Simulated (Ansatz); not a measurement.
# Ca27SbO26 (Lime): the cost of one run

Method: DFT, PBE, plane-wave PAW, default files, scalar-relativistic, as far as a step names no other, in Ansatz 0.2.0.

**1. Starting point**

It takes space group Fm-3m (No. 225, cubic). Conventional cell: a = 14.439 Å, b = 14.439 Å, c = 14.439 Å, α = 90.00°, β = 90.00°, γ = 90.00°. Around Ca (site symmetry 3m) lie 6 O at 2.41 Å. Ca (site symmetry 4mm) has 5 O at 2.41 Å and 1 Sb at 2.41 Å as nearest neighbours. Ca (site symmetry mm2) has 6 O at 2.41 Å as nearest neighbours. Around Ca (site symmetry m-3m) lie 6 O at 2.41 Å. Sb (site symmetry m-3m) is surrounded by 6 Ca at 2.41 Å. O (site symmetry mm2) has 6 Ca at 2.41 Å as nearest neighbours. O (site symmetry 3m) is surrounded by 6 Ca at 2.41 Å. Around O (site symmetry 4mm) lie 6 Ca at 2.41 Å.

Structure file:

```
Ca Sb O
1.0
     0.00000    7.21950    7.21950
     7.21950    0.00000    7.21950
     7.21950    7.21950    0.00000
Ca Sb O
27 1 26
Direct
  0.00000 0.00000 0.00000
  0.00000 0.00000 0.33333
  0.00000 0.00000 0.66667
  0.00000 0.33333 0.00000
  0.00000 0.33333 0.33333
  0.00000 0.33333 0.66667
  0.00000 0.66667 0.00000
  0.00000 0.66667 0.33333
  0.00000 0.66667 0.66667
  0.33333 0.00000 0.00000
  0.33333 0.00000 0.33333
  0.33333 0.00000 0.66667
  0.33333 0.33333 0.00000
  0.33333 0.33333 0.33333
  0.33333 0.33333 0.66667
  0.33333 0.66667 0.00000
  0.33333 0.66667 0.33333
  0.33333 0.66667 0.66667
  0.66667 0.00000 0.00000
  0.66667 0.00000 0.33333
  0.66667 0.00000 0.66667
  0.66667 0.33333 0.00000
  0.66667 0.33333 0.33333
  0.66667 0.33333 0.66667
  0.66667 0.66667 0.00000
  0.66667 0.66667 0.33333
  0.66667 0.66667 0.66667
  0.16667 0.16667 0.16667
  0.16667 0.16667 0.50000
  0.16667 0.16667 0.83333
  0.16667 0.50000 0.16667
  0.16667 0.50000 0.50000
  0.16667 0.50000 0.83333
  0.16667 0.83333 0.16667
  0.16667 0.83333 0.50000
  0.16667 0.83333 0.83333
  0.50000 0.16667 0.16667
  0.50000 0.16667 0.50000
  0.50000 0.16667 0.83333
  0.50000 0.50000 0.16667
  0.50000 0.50000 0.50000
  0.50000 0.50000 0.83333
  0.50000 0.83333 0.16667
  0.50000 0.83333 0.50000
  0.50000 0.83333 0.83333
  0.83333 0.16667 0.16667
  0.83333 0.16667 0.50000
  0.83333 0.16667 0.83333
  0.83333 0.50000 0.16667
  0.83333 0.50000 0.50000
  0.83333 0.50000 0.83333
  0.83333 0.83333 0.16667
  0.83333 0.83333 0.50000
  0.83333 0.83333 0.83333
```

Atom 28 of the input is the impurity.

**2. Single point at the given positions**

Input file input.yaml:

```yaml
crystal:
  lattice:
    - [0.0, 7.2195, 7.2195]
    - [7.2195, 0.0, 7.2195]
    - [7.2195, 7.2195, 0.0]
  atoms:
    - { symbol: Ca, position: [0.0, 0.0, 0.0] }
    - { symbol: Ca, position: [0.0, 0.0, 0.3333333333] }
    - { symbol: Ca, position: [0.0, 0.0, 0.6666666667] }
    - { symbol: Ca, position: [0.0, 0.3333333333, 0.0] }
    - { symbol: Ca, position: [0.0, 0.3333333333, 0.3333333333] }
    - { symbol: Ca, position: [0.0, 0.3333333333, 0.6666666667] }
    - { symbol: Ca, position: [0.0, 0.6666666667, 0.0] }
    - { symbol: Ca, position: [0.0, 0.6666666667, 0.3333333333] }
    - { symbol: Ca, position: [0.0, 0.6666666667, 0.6666666667] }
    - { symbol: Ca, position: [0.3333333333, 0.0, 0.0] }
    - { symbol: Ca, position: [0.3333333333, 0.0, 0.3333333333] }
    - { symbol: Ca, position: [0.3333333333, 0.0, 0.6666666667] }
    - { symbol: Ca, position: [0.3333333333, 0.3333333333, 0.0] }
    - { symbol: Ca, position: [0.3333333333, 0.3333333333, 0.3333333333] }
    - { symbol: Ca, position: [0.3333333333, 0.3333333333, 0.6666666667] }
    - { symbol: Ca, position: [0.3333333333, 0.6666666667, 0.0] }
    - { symbol: Ca, position: [0.3333333333, 0.6666666667, 0.3333333333] }
    - { symbol: Ca, position: [0.3333333333, 0.6666666667, 0.6666666667] }
    - { symbol: Ca, position: [0.6666666667, 0.0, 0.0] }
    - { symbol: Ca, position: [0.6666666667, 0.0, 0.3333333333] }
    - { symbol: Ca, position: [0.6666666667, 0.0, 0.6666666667] }
    - { symbol: Ca, position: [0.6666666667, 0.3333333333, 0.0] }
    - { symbol: Ca, position: [0.6666666667, 0.3333333333, 0.3333333333] }
    - { symbol: Ca, position: [0.6666666667, 0.3333333333, 0.6666666667] }
    - { symbol: Ca, position: [0.6666666667, 0.6666666667, 0.0] }
    - { symbol: Ca, position: [0.6666666667, 0.6666666667, 0.3333333333] }
    - { symbol: Ca, position: [0.6666666667, 0.6666666667, 0.6666666667] }
    - { symbol: Sb, position: [0.1666666667, 0.1666666667, 0.1666666667] }
    - { symbol: O, position: [0.1666666667, 0.1666666667, 0.5] }
    - { symbol: O, position: [0.1666666667, 0.1666666667, 0.8333333333] }
    - { symbol: O, position: [0.1666666667, 0.5, 0.1666666667] }
    - { symbol: O, position: [0.1666666667, 0.5, 0.5] }
    - { symbol: O, position: [0.1666666667, 0.5, 0.8333333333] }
    - { symbol: O, position: [0.1666666667, 0.8333333333, 0.1666666667] }
    - { symbol: O, position: [0.1666666667, 0.8333333333, 0.5] }
    - { symbol: O, position: [0.1666666667, 0.8333333333, 0.8333333333] }
    - { symbol: O, position: [0.5, 0.1666666667, 0.1666666667] }
    - { symbol: O, position: [0.5, 0.1666666667, 0.5] }
    - { symbol: O, position: [0.5, 0.1666666667, 0.8333333333] }
    - { symbol: O, position: [0.5, 0.5, 0.1666666667] }
    - { symbol: O, position: [0.5, 0.5, 0.5] }
    - { symbol: O, position: [0.5, 0.5, 0.8333333333] }
    - { symbol: O, position: [0.5, 0.8333333333, 0.1666666667] }
    - { symbol: O, position: [0.5, 0.8333333333, 0.5] }
    - { symbol: O, position: [0.5, 0.8333333333, 0.8333333333] }
    - { symbol: O, position: [0.8333333333, 0.1666666667, 0.1666666667] }
    - { symbol: O, position: [0.8333333333, 0.1666666667, 0.5] }
    - { symbol: O, position: [0.8333333333, 0.1666666667, 0.8333333333] }
    - { symbol: O, position: [0.8333333333, 0.5, 0.1666666667] }
    - { symbol: O, position: [0.8333333333, 0.5, 0.5] }
    - { symbol: O, position: [0.8333333333, 0.5, 0.8333333333] }
    - { symbol: O, position: [0.8333333333, 0.8333333333, 0.1666666667] }
    - { symbol: O, position: [0.8333333333, 0.8333333333, 0.5] }
    - { symbol: O, position: [0.8333333333, 0.8333333333, 0.8333333333] }
total_charge: -1
kpoints:
  mp_grid: { grid: [2, 2, 2] }
scf:
  occupations: { method: fermi_dirac, width: 0.01 }
hamiltonian:
  xc: pbe
  pseudopotentials: { kind: paw }
output:
  forces: true
  stress: true
  populations: true
  efg:
    quadrupole_moments_barn: { Ca: -0.0408, Sb: -0.543, O: -0.02558 }
    contact_densities: true
```

Launch:

```console
ansatz run input.yaml --threads 1 --pin off --max-ram 3072MiB --backend cpu --events-out ev --progress --plain --runs-dir out
```

What time and memory should one allow on 1 thread of Arm Neoverse V2, shared host?

About 68 s, with a peak of 1.5 GiB.
